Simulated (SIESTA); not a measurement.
Runs of SIESTA 5.4.2 on As2S. The structure is tetragonal, space group I4_1/amd (No. 141). Conventional cell: a = 7.013 Å, b = 7.013 Å, c = 4.972 Å, α = 90.00°, β = 90.00°, γ = 90.00°. Around As (site symmetry 2/m) lie 2 S at 2.56 Å and 4 As at 2.77 Å. S (site symmetry -4m2) is surrounded by 4 As at 2.56 Å. The cell comes from a database or a generator and needn't be the stable form of this composition.

| task | level | potentials or basis | gap on the mesh (eV) | pressure (GPa) | V0 of scaled cells (Å³/atom) | B0 (GPa) |
| --- | --- | --- | --- | --- | --- | --- |
| equation of state | PBE | PseudoDojo 0.4 standard (PBE files), DZP (energy shift 0.003 Ry; two zetas on semicore shells) | - | - | 21.02 | (b) |
| equation of state | PBEsol | PseudoDojo 0.4 standard (PBEsol files), DZP (energy shift 0.003 Ry; two zetas on semicore shells) | - | - | (a) | 85 |
| band structure | PBE | PseudoDojo 0.4 standard (PBE files), DZP (energy shift 0.003 Ry; two zetas on semicore shells) | none | 2.6 | - | - |
| band structure | PBEsol | PseudoDojo 0.4 standard (PBEsol files), DZP (energy shift 0.003 Ry; two zetas on semicore shells) | none | -1.0 | - | - |

Alike in all rows: no spin polarisation; cell as given; k mesh 7 × 7 × 7; smearing fermi-dirac 0.05 eV; grid cutoff 500 Ry; energy shift 0.003 Ry.

Task: Estimate the missing entries.

Result: (a) 20.13; (b) 77.

Caveats: the basis of atomic orbitals isn't converged, which shifts pressures, moduli and gaps; the cell was scaled at fixed shape and fractional positions, which overstates the stiffness of a crystal with free parameters, most of all of layers and chains (some runs).

A k mesh can miss the band edges, and the runs leave out spin-orbit coupling on As.

A gap of «none» marks a metal or a gap under the smearing width.

Not every run made on this cell is shown here.
